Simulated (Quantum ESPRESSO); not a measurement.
# MoSe (Pm-3m) in Quantum ESPRESSO: further runs, part 2 of 2

Quantum ESPRESSO 7.5. The steps go on from the part before.

**3. Single point, LDA+U**

The input, pw.in:

```
&CONTROL
  calculation = 'scf'
  prefix = 'pwscf'
  outdir = './tmp'
  pseudo_dir = './pseudo'
  tprnfor = .true.
  tstress = .true.
  disk_io = 'nowf'
/
&SYSTEM
  ibrav = 0
  nat = 2
  ntyp = 2
  ecutwfc = 60
  ecutrho = 440
  nbnd = 19
  input_dft = 'pz'
  occupations = 'smearing'
  smearing = 'fd'
  degauss = 0.00367493
/
&ELECTRONS
  conv_thr = 4d-10
  electron_maxstep = 120
  mixing_beta = 0.3
/
ATOMIC_SPECIES
Mo    95.9500 Mo_ONCV_PBE-1.0.oncvpsp.upf
Se    78.9710 Se_pbe_v1.uspp.F.UPF
CELL_PARAMETERS angstrom
   3.5002295900    0.0000000000    0.0000000000
   0.0000000000    3.5002295900    0.0000000000
   0.0000000000    0.0000000000    3.5002295900
ATOMIC_POSITIONS angstrom
Mo     0.0000000000    0.0000000000    0.0000000000
Se     1.7501147950    1.7501147950    1.7501147950
K_POINTS automatic
8 8 8 0 0 0
HUBBARD {ortho-atomic}
U Mo-4d 3.0
```

Potentials or basis: SSSP 1.3 efficiency PBE.

The run is started by

```
OMP_NUM_THREADS=1 pw.x -in pw.in > pw.out
```

pw.out:

```text
This program is part of the open-source Quantum ESPRESSO suite
     for quantum simulation of materials; please cite
         "P. Giannozzi et al., J. Phys.:Condens. Matter 21 395502 (2009);
         "P. Giannozzi et al., J. Phys.:Condens. Matter 29 465901 (2017);
         "P. Giannozzi et al., J. Chem. Phys. 152 154105 (2020);
     in publications or presentations arising from this work. More details at

     IMPORTANT: XC functional enforced from input :
     Exchange-correlation= PZ
                           (   1   1   0   0   0   0   0)
     Any further DFT definition will be discarded
     Please, verify this is what you really want

     Message from routine setup:
     using ibrav=0 with symmetry is DISCOURAGED, use correct ibrav instead

     G-vector sticks info
     --------------------
     sticks:   dense  smooth     PW     G-vecs:    dense   smooth      PW
     Sum        1533     845    253                45025    18037    3071

     Using Slab Decomposition

     bravais-lattice index     =            0
     lattice parameter (alat)  =       6.6145  a.u.
     unit-cell volume          =     289.3918 (a.u.)^3
     number of atoms/cell      =            2
     number of atomic types    =            2
     number of electrons       =        20.00
     number of Kohn-Sham states=           19
     kinetic-energy cutoff     =      60.0000  Ry
     charge density cutoff     =     440.0000  Ry
     scf convergence threshold =      4.0E-10
     mixing beta               =       0.3000
     number of iterations used =            8  plain     mixing
     Exchange-correlation= PZ
                           (   1   1   0   0   0   0   0)
     Hubbard projectors: ortho-atomic
     Hubbard parameters of DFT+U (Dudarev formulation) in eV:
     U(Mo-4d) =  3.0000

     Internal variables: lda_plus_u =T, lda_plus_u_kind = 0

     Internal variables: orbital_resolved =F, hub_pot_fix =F, apply_U = F

     celldm(1)=   6.614475  celldm(2)=   0.000000  celldm(3)=   0.000000
     celldm(4)=   0.000000  celldm(5)=   0.000000  celldm(6)=   0.000000

     crystal axes: (cart. coord. in units of alat)
               a(1) = (   1.000000   0.000000   0.000000 )
               a(2) = (   0.000000   1.000000   0.000000 )
               a(3) = (   0.000000   0.000000   1.000000 )

     reciprocal axes: (cart. coord. in units 2 pi/alat)
               b(1) = (  1.000000  0.000000  0.000000 )
               b(2) = (  0.000000  1.000000  0.000000 )
               b(3) = (  0.000000  0.000000  1.000000 )

[... 107 lines left out ...]

     Starting wfcs are   14 randomized atomic wfcs +    5 random wfcs

     Self-consistent Calculation

     iteration #  1     ecut=    60.00 Ry     beta= 0.30
     Davidson diagonalization with overlap
     ethr =  1.00E-02,  avg # of iterations =  4.3

     =================== HUBBARD OCCUPATIONS ===================
     ------------------------ ATOM    1 ------------------------
     Tr[ns(  1)] =   4.96967
     eigenvalues:
       0.448  0.448  0.448  0.570  0.570
     eigenvectors (columns):
      -0.000  0.000 -0.000 -0.118 -0.993
      -0.226  0.829 -0.512 -0.000  0.000
      -0.618  0.285  0.733 -0.000  0.000
       0.000 -0.000  0.000 -0.993  0.118
       0.753  0.482  0.447  0.000 -0.000
     occupation matrix ns (before diag.):
       0.570 -0.000 -0.000 -0.000  0.000
      -0.000  0.448 -0.000  0.000  0.000
      -0.000 -0.000  0.448  0.000  0.000
      -0.000  0.000  0.000  0.570 -0.000
       0.000  0.000  0.000 -0.000  0.448

     Number of occupied Hubbard levels =    4.9697

     Threshold (ethr) on eigenvalues was too large:
     Diagonalizing with lowered threshold

     Davidson diagonalization with overlap
     ethr =  7.19E-05,  avg # of iterations =  3.4

     total energy              =    -179.74529619 Ry
     estimated scf accuracy    <       0.01527679 Ry
[... 148 lines left out ...]
     iteration # 23     ecut=    60.00 Ry     beta= 0.30
     Davidson diagonalization with overlap
     ethr =  1.03E-11,  avg # of iterations =  4.5

     End of self-consistent calculation

     =================== HUBBARD OCCUPATIONS ===================
     ------------------------ ATOM    1 ------------------------
     Tr[ns(  1)] =   4.94826
     eigenvalues:
       0.246  0.246  0.246  0.869  0.869
     eigenvectors (columns):
       0.000  0.000  0.000  0.060  0.998
       0.212  0.951 -0.225 -0.000 -0.000
       0.636 -0.309 -0.707 -0.000  0.000
      -0.000 -0.000 -0.000 -0.998  0.060
      -0.742  0.006 -0.671  0.000  0.000
     occupation matrix ns (before diag.):
       0.869 -0.000  0.000  0.000  0.000
      -0.000  0.246 -0.000  0.000  0.000
       0.000 -0.000  0.246  0.000  0.000
       0.000  0.000  0.000  0.869 -0.000
[... 204 lines left out ...]
   -49.9886 -23.9832 -23.9832 -23.9711  -1.1002   6.3138   6.3138   6.6827
    10.8249  11.6203  13.0304  13.0304  14.1703  14.3109  15.6851  15.6851
    18.8989  26.4285  28.8684

          k =-0.5000-0.5000-0.5000 (  2272 PWs)   bands (ev):

   -49.9879 -23.9819 -23.9819 -23.9819  -0.9831   6.2607   6.2607   6.2607
    11.6294  11.6294  13.9902  13.9902  13.9902  14.4665  14.4665  14.4665
    17.8829  29.3804  29.3805

     the Fermi energy is    11.4817 ev

!    total energy              =    -179.75543817 Ry
     estimated scf accuracy    <          2.0E-10 Ry
     smearing contrib. (-TS)   =      -0.00158746 Ry
     internal energy E=F+TS    =    -179.75385071 Ry

     The total energy is F=E-TS. E is the sum of the following terms:
     one-electron contribution =     -45.75300432 Ry
     hartree contribution      =      30.14322370 Ry
     xc contribution           =     -44.43166802 Ry
     ewald contribution        =    -119.88528529 Ry
     Hubbard energy            =       0.17288323 Ry

     convergence has been achieved in  23 iterations

     Forces acting on atoms (cartesian axes, Ry/au):

     atom    1 type  1   force =     0.00000000    0.00000000    0.00000000
     atom    2 type  2   force =     0.00000000    0.00000000    0.00000000

     Total force =     0.000000     Total SCF correction =     0.000000

     Computing stress (Cartesian axis) and pressure

          total   stress  (Ry/bohr**3)                   (kbar)     P=     -239.06
  -0.00162511   0.00000000   0.00000000         -239.06        0.00        0.00
   0.00000000  -0.00162511   0.00000000            0.00     -239.06        0.00
   0.00000000   0.00000000  -0.00162511            0.00        0.00     -239.06

=------------------------------------------------------------------------------=
   JOB DONE.
=------------------------------------------------------------------------------=
```

Wall time 60 s (1 thread of Arm Neoverse V2, shared host); peak memory 0.21 GiB.

What came out:

- Free energy: -2445.6973 eV
- Pressure: -23.9 GPa
- Band gap on the k mesh: none (metal or under the smearing width)

Eigenvalues of the final occupation matrices:
```tsv
site	spin	trace	eigenvalues
Mo 1 4d	each	2.47	0.25 0.25 0.25 0.87 0.87
```

Caveat: the potentials were made for another functional, which shifts forces and pressure; U without spin polarisation on a metal has little footing.

**4. Single point, LDA+U**

pw.in, as its differences from that of step 3:

```diff
@@ -39,2 +39,2 @@
 HUBBARD {ortho-atomic}
-U Mo-4d 3.0
+U Mo-4d 4.0
```

The run is started by

```
OMP_NUM_THREADS=1 pw.x -in pw.in > pw.out
```

Wall time 96 s (1 thread of Arm Neoverse V2, shared host); peak memory 0.21 GiB.

Results (log left out):

- Free energy: -2445.1034 eV
- Pressure: -17.7 GPa
- Band gap on the k mesh: 0.89 eV, indirect (least direct gap 0.92 eV)

Levels at points of the mesh, in eV from the valence-band top:
```csv
k point,band 7,band 8,band 9,band 10,band 11,band 12,band 13,band 14
"(0.00, 0.00, 0.00)",-3.55,-1.11,-1.11,-1.11,0.94,1.83,1.83,1.83
"(0.00, 0.00, -0.50)",-3.04,-1.75,-1.75,-0.03,2.00,3.55,3.55,4.30
"(0.00, -0.50, -0.50)",-4.26,-3.14,-0.08,0.00,0.92,0.92,1.06,3.10
"(-0.50, -0.50, -0.50)",-4.48,-4.48,-0.01,-0.01,3.02,3.02,3.02,3.86
```

Eigenvalues of the final occupation matrices:
```csv
site,spin,trace,eigenvalues
Mo 1 4d,each,2.43,0.18 0.18 0.18 0.95 0.95
```

Caveat: the potentials were made for another functional, which shifts forces and pressure. A k mesh can miss the band edges.

**5. Summary**

| U | gap on the mesh (eV) | pressure (GPa) |
| --- | --- | --- |
| Mo d U = 2 eV | none | -32.0 |
| Mo d U = 3 eV | none | -23.9 |
| Mo d U = 4 eV | 0.89 | -17.7 |

Alike in all rows: task single point; level LDA+U; potentials or basis SSSP 1.3 efficiency PBE; no spin polarisation; cell as given; k mesh 8 × 8 × 8; cutoff (eV) 816; smearing fermi-dirac 0.05 eV.

On the cell as given the gap runs from zero (LDA+U) to 0.89 eV (LDA+U).

Caveats: the potentials were made for another functional, which shifts forces and pressure; U without spin polarisation on a metal has little footing (some runs); a pressure of tens of GPa on the cell as given is suspect, and the run, the potentials or the cell itself is likely at fault (some runs).

Absolute energies hang on the potentials; compare differences alone.
